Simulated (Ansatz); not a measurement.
# H3SeSn (charge -1): shift of H3 from Sn2 to Se1

Aim: the minimum-energy path and barrier of the shift of H3 from Sn2 to Se1. The ends are relaxed first, then joined by a nudged elastic band. SMILES of the start: [Se-][SnH3].

All numbers below are computed with Ansatz 0.2.0 (RKS PBE0/def2-SVP).

### Step 1. The structure to begin with

Bond lengths: Se1–Sn2 2.397 Å, Sn2–H3 1.740 Å, Sn2–H4 1.740 Å, Sn2–H5 1.740 Å. Angles: Se1–Sn2–H3 116.2°, Se1–Sn2–H4 116.2°, Se1–Sn2–H5 116.3°, H3–Sn2–H4 101.9°, H3–Sn2–H5 101.9°, H4–Sn2–H5 102.0°.

Structure file:

```xyz
5

Se   -2.2329    0.2953    0.7661
Sn    0.0167   -0.0021   -0.0053
H     0.3347    0.4705   -1.6494
H     0.6316   -1.6295    0.0257
H     1.2499    0.8658    0.8628
```

### Step 2. Relaxing end A

Input file input.yaml:

```yaml
crystal:
  periodic: [false, false, false]
  atoms:
    - { symbol: Se, position_ang: [-2.23286, 0.29533, 0.76615] }
    - { symbol: Sn, position_ang: [0.01669, -0.00208, -0.00529] }
    - { symbol: H, position_ang: [0.33467, 0.47047, -1.6494] }
    - { symbol: H, position_ang: [0.63158, -1.62947, 0.02573] }
    - { symbol: H, position_ang: [1.24992, 0.86575, 0.86281] }
total_charge: -1
basis:
  gaussian: { orbitals: def2-SVP }
hamiltonian:
  xc: pbe0
relax:
  f_tol: 0.02
  max_steps: 50
output:
  orbitals: {}
```

Launch:

```sh
$ ansatz run input.yaml --threads 1 --pin off --max-ram 2048MiB --backend cpu --events-out ev --progress --plain --runs-dir out
```

The log of the run, cut to the lines that bear on the results:

```text
Warning: RAYON_NUM_THREADS=1 ignored (pool sized by the plan → 1); use --threads N
[...]
Functional definition: PBE0
[...]
857 factors; integrals over basis functions are off by at most 3.5e-4 eV
[...]
mean field -71215.78023768 eV, -2617.1316519453 hartree, gradient 3.4e-5 eV, S^2 0.000000; 0 other end points of the search recorded, 0 dependent functions left out
[...]
reference -71215.78026351 eV, -2617.1316528942 hartree; 30, 30 occupied and 43, 43 virtual orbitals, 857 factors
relax step   1: F+E_penalty+E_count = -71215.78023768 eV  Δ(F+E_penalty+E_count) = +0.000e0 eV  max|allowed force component| = 6.810e-1 eV/Å  Δτ_max = 0.0000 Å  (23 SCF iters, accepted)
[...]
relax step   3: F+E_penalty+E_count = -71215.80359022 eV  Δ(F+E_penalty+E_count) = -1.397e-2 eV  max|allowed force component| = 2.661e-2 eV/Å  Δτ_max = 0.0512 Å  (27 SCF iters, accepted)
[...]
relax step   4: F+E_penalty+E_count = -71215.80370566 eV  Δ(F+E_penalty+E_count) = -1.154e-4 eV  max|allowed force component| = 1.033e-2 eV/Å  Δτ_max = 0.0038 Å  (19 SCF iters, accepted)
857 factors; integrals over basis functions are off by at most 3.5e-4 eV
[...]
mean field -71215.80370566 eV, -2617.1325143774 hartree, gradient 6.8e-5 eV, S^2 0.000000; 1 other end points of the search recorded, 0 dependent functions left out
[...]
reference -71215.80373146 eV, -2617.1325153258 hartree; 30, 30 occupied and 43, 43 virtual orbitals, 857 factors
Total energy: -71215.80373146 eV, -2617.1325153258 hartree
Atom 0 at    -2.279148     0.301711     0.782379 Å, force    -0.005294     0.000692     0.001741 eV/Å
Atom 1 at     0.011557    -0.001534    -0.003997 Å, force     0.010333    -0.001268    -0.003318 eV/Å
Atom 2 at     0.349301     0.471987    -1.664555 Å, force    -0.001514    -0.000054     0.001202 eV/Å
Atom 3 at     0.648384    -1.641504     0.021898 Å, force    -0.001609     0.000873     0.000389 eV/Å
Atom 4 at     1.269906     0.869340     0.864275 Å, force    -0.001916    -0.000243    -0.000015 eV/Å
Dipole moment:     0.412981    -0.054679    -0.141801 e Å
```

Wall time 14 s (1 thread of Arm Neoverse V1, shared host); peak memory 0.15 GiB.

The steps of the relaxation:

```
step  energy from step 1 (eV)  largest force component (eV/Å)
   1                   0.0000                          0.6810
   2                  -0.0094                          0.4414
   3                  -0.0234                          0.0266
   4                  -0.0235                          0.0103
```

Step 1 is the start.

After: Bond lengths: Se1–Sn2 2.441 Å, Sn2–H3 1.759 Å, Sn2–H4 1.759 Å, Sn2–H5 1.759 Å. Angles: Se1–Sn2–H3 116.8°, Se1–Sn2–H4 116.8°, Se1–Sn2–H5 116.8°, H3–Sn2–H4 101.3°, H3–Sn2–H5 101.3°, H4–Sn2–H5 101.3°.

### Step 3. Relaxing end B

The second end starts from a geometry with the move made by hand.

Edit input.yaml of step 2 so:

```diff
@@ -5,3 +5,3 @@
     - { symbol: Sn, position_ang: [0.01669, -0.00208, -0.00529] }
-    - { symbol: H, position_ang: [0.33467, 0.47047, -1.6494] }
+    - { symbol: H, position_ang: [-3.71312, 0.67873, 0.71386] }
     - { symbol: H, position_ang: [0.63158, -1.62947, 0.02573] }
@@ -16,3 +16 @@
   max_steps: 50
-output:
-  orbitals: {}
```

Launch:

```sh
$ ansatz run input.yaml --threads 1 --pin off --max-ram 2048MiB --backend cpu --events-out ev --progress --plain --runs-dir out
```

The log of the run, cut to the lines that bear on the results:

```text
Warning: RAYON_NUM_THREADS=1 ignored (pool sized by the plan → 1); use --threads N
[...]
Functional definition: PBE0
[...]
866 factors; integrals over basis functions are off by at most 2.6e-4 eV
[...]
mean field -71213.03370825 eV, -2617.0307188501 hartree, gradient 4.6e-5 eV, S^2 0.000000; 0 other end points of the search recorded, 0 dependent functions left out
[...]
reference -71213.03373218 eV, -2617.0307197296 hartree; 30, 30 occupied and 43, 43 virtual orbitals, 866 factors
relax step   1: F+E_penalty+E_count = -71213.03370825 eV  Δ(F+E_penalty+E_count) = +0.000e0 eV  max|allowed force component| = 4.494e0 eV/Å  Δτ_max = 0.0000 Å  (27 SCF iters, accepted)
[...]
relax step   7: F+E_penalty+E_count = -71215.87571300 eV  Δ(F+E_penalty+E_count) = -7.760e-3 eV  max|allowed force component| = 3.540e-2 eV/Å  Δτ_max = 0.0305 Å  (28 SCF iters, accepted)
[...]
relax step   8: F+E_penalty+E_count = -71215.87657632 eV  Δ(F+E_penalty+E_count) = -8.633e-4 eV  max|allowed force component| = 1.703e-2 eV/Å  Δτ_max = 0.0137 Å  (28 SCF iters, accepted)
866 factors; integrals over basis functions are off by at most 3.5e-4 eV
mean field -71215.87657632 eV, -2617.1351923248 hartree, gradient 9.2e-6 eV, S^2 0.000000; 1 other end points of the search recorded, 0 dependent functions left out
[...]
reference -71215.87659920 eV, -2617.1351931658 hartree; 30, 30 occupied and 43, 43 virtual orbitals, 866 factors
Total energy: -71215.87659920 eV, -2617.1351931658 hartree
Atom 0 at    -2.231100     0.100421     1.344844 Å, force    -0.001541    -0.001858     0.006728 eV/Å
Atom 1 at    -0.093573     0.138053    -0.342668 Å, force    -0.006166     0.003194    -0.004845 eV/Å
Atom 2 at    -3.148785     0.664867     0.340969 Å, force     0.001447     0.001331    -0.005081 eV/Å
Atom 3 at     0.421294    -1.526076     0.114619 Å, force    -0.000741    -0.017028    -0.003660 eV/Å
Atom 4 at     1.004375     0.830995     0.905496 Å, force     0.007000     0.014361     0.006858 eV/Å
Dipole moment:    -0.223288     0.106251    -0.151978 e Å
```

It took 27 s on 1 thread of Arm Neoverse V1, shared host; peak memory 0.25 GiB.

The steps of the relaxation:

```
step  energy from step 1 (eV)  largest force component (eV/Å)
   1                   0.0000                          4.4938
   2                  -1.2735                          2.7427
   3                  -2.1050                          1.4654
   4                  -2.5347                          0.8232
   5                  -2.7539                          0.6265
   6                  -2.8342                          0.2095
   7                  -2.8420                          0.0354
   8                  -2.8429                          0.0170
```

Step 1 is the start.

After: Bond lengths: Se1–Sn2 2.724 Å, Se1–H3 1.473 Å, Sn2–H4 1.801 Å, Sn2–H5 1.801 Å. Angles: Se1–Sn2–H4 93.1°, Se1–Sn2–H5 93.1°, H4–Sn2–H5 90.3°, Sn2–Se1–H3 93.5°.

### Step 4. Nudged elastic band

crystal.atoms is end A as relaxed above, and neb.final_atoms is end B, turned to lie on A. With 7 inner images the band has 9 in all. The start path is listed, through a guess of the saddle.

Input file input.yaml:

```yaml
crystal:
  periodic: [false, false, false]
  atoms:
    - { symbol: Se, position_ang: [-2.279148, 0.301711, 0.782379] }
    - { symbol: Sn, position_ang: [0.011557, -0.001534, -0.003997] }
    - { symbol: H, position_ang: [0.349301, 0.471987, -1.664555] }
    - { symbol: H, position_ang: [0.648384, -1.641504, 0.021898] }
    - { symbol: H, position_ang: [1.269906, 0.86934, 0.864275] }
total_charge: -1
basis:
  gaussian: { orbitals: def2-SVP }
hamiltonian:
  xc: pbe0
neb:
  order_check: false
  images: 7
  f_tol: 0.03
  max_iterations: 60
  final_atoms:
    - { symbol: Se, position_ang: [-1.57085984, 0.48492931, -0.28670167] }
    - { symbol: Sn, position_ang: [1.05818499, -0.21276646, -0.14713618] }
    - { symbol: H, position_ang: [-1.47195936, 0.93053625, -1.68675996] }
    - { symbol: H, position_ang: [0.70045533, -1.7798813, 0.66508628] }
    - { symbol: H, position_ang: [1.28417888, 0.5771822, 1.45551153] }
  initial_path:
    images:
      - { positions_ang: [[-2.279148, 0.301711, 0.782379], [0.011557, -0.001534, -0.003997], [0.349301, 0.471987, -1.664555], [0.648384, -1.641504, 0.021898], [1.269906, 0.86934, 0.864275]] }
      - { positions_ang: [[-2.19209534, 0.3417852, 0.59846375], [0.10900352, -0.02119296, -0.01700755], [0.08109395, 0.50715786, -1.57173422], [0.69064465, -1.66733067, 0.07456615], [1.31135323, 0.83958057, 0.91571188]] }
      - { positions_ang: [[-2.10504268, 0.38185939, 0.4145485], [0.20645003, -0.04085193, -0.0300181], [-0.18711311, 0.54232872, -1.47891345], [0.7329053, -1.69315733, 0.12723429], [1.35280045, 0.80982115, 0.96714877]] }
      - { positions_ang: [[-2.01799002, 0.42193359, 0.23063324], [0.30389655, -0.06051089, -0.04302866], [-0.45532016, 0.57749959, -1.38609267], [0.77516595, -1.718984, 0.17990244], [1.39424768, 0.78006172, 1.01858565]] }
      - { positions_ang: [[-1.93093736, 0.46200778, 0.04671799], [0.40134306, -0.08016985, -0.05603921], [-0.72352721, 0.61267045, -1.2932719], [0.81742661, -1.74481067, 0.23257058], [1.4356949, 0.75030229, 1.07002253]] }
      - { positions_ang: [[-1.84091798, 0.46773816, -0.03663692], [0.56555354, -0.11331901, -0.07881345], [-0.91063525, 0.6921369, -1.39164391], [0.78818379, -1.75357833, 0.34069951], [1.3978159, 0.70702227, 1.16639478]] }
      - { positions_ang: [[-1.7508986, 0.47346855, -0.11999184], [0.72976402, -0.14646816, -0.10158769], [-1.09774329, 0.77160335, -1.49001593], [0.75894097, -1.76234598, 0.44882843], [1.35993689, 0.66374225, 1.26276703]] }
      - { positions_ang: [[-1.66087922, 0.47919893, -0.20334676], [0.89397451, -0.17961731, -0.12436194], [-1.28485132, 0.8510698, -1.58838795], [0.72969815, -1.77111364, 0.55695736], [1.32205789, 0.62046222, 1.35913928]] }
      - { positions_ang: [[-1.57085984, 0.48492931, -0.28670167], [1.05818499, -0.21276646, -0.14713618], [-1.47195936, 0.93053625, -1.68675996], [0.70045533, -1.7798813, 0.66508628], [1.28417888, 0.5771822, 1.45551153]] }
```

Launch:

```sh
$ ansatz run input.yaml --threads 1 --pin off --max-ram 2048MiB --backend cpu --events-out ev --progress --plain --runs-dir out
```

The log of the run, cut to the lines that bear on the results:

```text
Warning: RAYON_NUM_THREADS=1 ignored (pool sized by the plan → 1); use --threads N
[...]
Functional definition: PBE0
[...]
859 factors; integrals over basis functions are off by at most 3.0e-4 eV
[...]
mean field -71215.80370615 eV, -2617.1325143954 hartree, gradient 3.5e-5 eV, S^2 0.000000; 0 other end points of the search recorded, 0 dependent functions left out
[...]
reference -71215.80373195 eV, -2617.1325153438 hartree; 30, 30 occupied and 43, 43 virtual orbitals, 859 factors
861 factors; integrals over basis functions are off by at most 8.9e-4 eV
[...]
mean field -71215.87656016 eV, -2617.1351917310 hartree, gradient 2.2e-5 eV, S^2 0.000000; 0 other end points of the search recorded, 0 dependent functions left out
[...]
reference -71215.87658271 eV, -2617.1351925595 hartree; 30, 30 occupied and 43, 43 virtual orbitals, 861 factors
[...]
NEB iter   1: max|band force component| = 3.151e0 eV/Å  barrier→ = 2.0630 eV  barrier← = 2.1358 eV  Δτ_max = 0.1933 Å  (217 SCF iters)
[...]
NEB iter   5: max|band force component| = 3.180e-2 eV/Å  barrier→ = 1.7729 eV  barrier← = 1.8457 eV  CI = image 4  Δτ_max = 0.0019 Å  (185 SCF iters)
[...]
NEB iter   6: max|band force component| = 4.692e-3 eV/Å  barrier→ = 1.7728 eV  barrier← = 1.8457 eV  CI = image 4  Δτ_max = 0.0000 Å  (317 SCF iters)
Total energy: -71214.03090791 eV, -2617.0673652620 hartree
Atom 0 at    -2.061450     0.455341     0.163600 Å, force    -0.001385     0.000428    -0.000245 eV/Å
Atom 1 at     0.454107    -0.073383    -0.116191 Å, force     0.000784    -0.001012     0.002179 eV/Å
Atom 2 at    -0.599436     0.604669    -1.360268 Å, force    -0.000790     0.000700    -0.001353 eV/Å
Atom 3 at     0.789179    -1.762753     0.230521 Å, force     0.000656    -0.000275    -0.000348 eV/Å
Atom 4 at     1.417600     0.776125     1.082338 Å, force     0.000734     0.000158    -0.000233 eV/Å
Dipole moment:     0.501514    -0.088081    -0.107387 e Å
this run last wrote the band of iteration 6 to <dir>
```

Run time: 2.3 min. Hardware: 1 thread of Arm Neoverse V1, shared host; peak memory 0.25 GiB.

### Step 5. What the band shows

Images 0 and 8 are the ends. Energies count from image 0; the path length is the program's own measure over all atoms.

```
image  path (Å)  energy (eV)  H3–Sn2 (Å)  H3–Se1 (Å)  band force (eV/Å)
    0     0.000       0.0000        1.76        3.60                  -
    1     0.352       0.1306        1.74        3.27              0.001
    2     0.705       0.5786        1.72        2.89              0.001
    3     1.057       1.3262        1.71        2.50              0.005
   4*     1.409       1.7728        1.77        2.12              0.002
    5     1.793       1.1689        1.95        1.70              0.002
    6     2.176       0.3922        2.33        1.49              0.001
    7     2.560       0.0504        2.75        1.46              0.001
    8     2.944      -0.0729        3.17        1.47                  -
```

The star marks the climbing image.

image, energy (eV) and a bar:
```
        0      0.000 #
        1      0.131 ###
        2      0.579 ###########
        3      1.326 #######################
        4      1.773 ##############################
        5      1.169 ####################
        6      0.392 ########
        7      0.050 ##
        8     -0.073
```

The top of the band by iteration:

```
iteration  highest image above image 0 (eV)  largest band force (eV/Å)
        1                            2.0630                      3.151
        2                            1.7893                      1.070
        3                            1.7555                      0.389
        4                            1.7738                      0.225
        5                            1.7729                      0.032
        6                            1.7728                      0.005
```

Positions of all images (Å):

```xyz
5
image=0 dE=0.0000
Se   -2.279    0.302    0.782
Sn    0.012   -0.002   -0.004
H     0.349    0.472   -1.665
H     0.648   -1.642    0.022
H     1.270    0.869    0.864
5
image=1 dE=0.1306
Se   -2.270    0.355    0.615
Sn    0.064   -0.024    0.024
H     0.106    0.521   -1.630
H     0.745   -1.657    0.083
H     1.354    0.804    0.908
5
image=2 dE=0.5786
Se   -2.211    0.397    0.449
Sn    0.156   -0.045    0.018
H    -0.146    0.562   -1.567
H     0.793   -1.697    0.134
H     1.407    0.783    0.966
5
image=3 dE=1.3262
Se   -2.135    0.428    0.300
Sn    0.290   -0.060   -0.036
H    -0.383    0.588   -1.471
H     0.803   -1.735    0.182
H     1.425    0.779    1.025
5
image=4 dE=1.7728
Se   -2.061    0.455    0.164
Sn    0.454   -0.073   -0.116
H    -0.599    0.605   -1.360
H     0.789   -1.763    0.231
H     1.418    0.776    1.082
5
image=5 dE=1.1689
Se   -1.964    0.498   -0.034
Sn    0.635   -0.097   -0.179
H    -0.804    0.627   -1.276
H     0.751   -1.786    0.318
H     1.381    0.759    1.172
5
image=6 dE=0.3922
Se   -1.851    0.508   -0.148
Sn    0.815   -0.132   -0.209
H    -1.027    0.713   -1.368
H     0.721   -1.797    0.442
H     1.341    0.707    1.282
5
image=7 dE=0.0504
Se   -1.711    0.491   -0.202
Sn    0.932   -0.169   -0.184
H    -1.241    0.826   -1.547
H     0.709   -1.793    0.557
H     1.312    0.644    1.375
5
image=8 dE=-0.0729
Se   -1.571    0.485   -0.287
Sn    1.058   -0.213   -0.147
H    -1.472    0.931   -1.687
H     0.700   -1.780    0.665
H     1.284    0.577    1.456
```

### Step 6. Frequencies at the highest image

The geometry is the highest inner image of the first converged band.

Input file input.yaml:

```yaml
crystal:
  periodic: [false, false, false]
  atoms:
    - { symbol: Se, position_ang: [-2.06145, 0.455341, 0.1636] }
    - { symbol: Sn, position_ang: [0.454107, -0.073383, -0.116191] }
    - { symbol: H, position_ang: [-0.599436, 0.604669, -1.360268] }
    - { symbol: H, position_ang: [0.789179, -1.762753, 0.230521] }
    - { symbol: H, position_ang: [1.4176, 0.776125, 1.082338] }
total_charge: -1
basis:
  gaussian: { orbitals: def2-SVP }
hamiltonian:
  xc: pbe0
phonons: {}
```

Launch:

```sh
$ ansatz run input.yaml --threads 1 --pin off --max-ram 2048MiB --backend cpu --events-out ev --progress --plain --runs-dir out
```

The log of the run, cut to the lines that bear on the results:

```text
Warning: RAYON_NUM_THREADS=1 ignored (pool sized by the plan → 1); use --threads N
[...]
Functional definition: PBE0
[...]
863 factors; integrals over basis functions are off by at most 3.4e-4 eV
[...]
mean field -71214.03089018 eV, -2617.0673646102 hartree, gradient 2.4e-5 eV, S^2 0.000000; 0 other end points of the search recorded, 0 dependent functions left out
[...]
reference -71214.03091389 eV, -2617.0673654817 hartree; 30, 30 occupied and 43, 43 virtual orbitals, 863 factors
[...]
863 factors; integrals over basis functions are off by at most 3.4e-4 eV
[...]
mean field -71214.03085603 eV, -2617.0673633552 hartree, gradient 3.0e-6 eV, S^2 0.000000; 0 other end points of the search recorded, 0 dependent functions left out
[...]
reference -71214.03087974 eV, -2617.0673642266 hartree; 30, 30 occupied and 43, 43 virtual orbitals, 863 factors
[...]
863 factors; integrals over basis functions are off by at most 3.4e-4 eV
[...]
mean field -71214.03087455 eV, -2617.0673640361 hartree, gradient 2.3e-6 eV, S^2 0.000000; 0 other end points of the search recorded, 0 dependent functions left out
[...]
reference -71214.03089827 eV, -2617.0673649077 hartree; 30, 30 occupied and 43, 43 virtual orbitals, 863 factors
WARN: phonons: modes at or below zero, which the zero-point energy, F, S and C_V leave out: 1, the lowest at -1058.68 cm⁻¹. A minimum has none, and a first-order saddle one
Total energy: -71214.03091389 eV, -2617.0673654817 hartree
Atom 0 at    -2.061450     0.455341     0.163600 Å, force    -0.001388     0.000437    -0.000272 eV/Å
Atom 1 at     0.454107    -0.073383    -0.116191 Å, force     0.000850    -0.001042     0.002237 eV/Å
Atom 2 at    -0.599436     0.604669    -1.360268 Å, force    -0.000857     0.000724    -0.001376 eV/Å
Atom 3 at     0.789179    -1.762753     0.230521 Å, force     0.000664    -0.000259    -0.000345 eV/Å
Atom 4 at     1.417600     0.776125     1.082338 Å, force     0.000730     0.000139    -0.000244 eV/Å
Dipole moment:     0.501512    -0.088081    -0.107387 e Å
Vibrations: -1058.68 239.09 415.53 516.74 541.74 716.31 1636.09 1707.13 1736.83 cm⁻¹, zero-point energy 0.465528 eV
```

It took 64 s on 1 thread of Arm Neoverse V1, shared host; peak memory 0.25 GiB.

Of 9 modes, 1 is imaginary by more than 30 cm⁻¹ (1059i cm⁻¹).

[end of part 1 of 2]
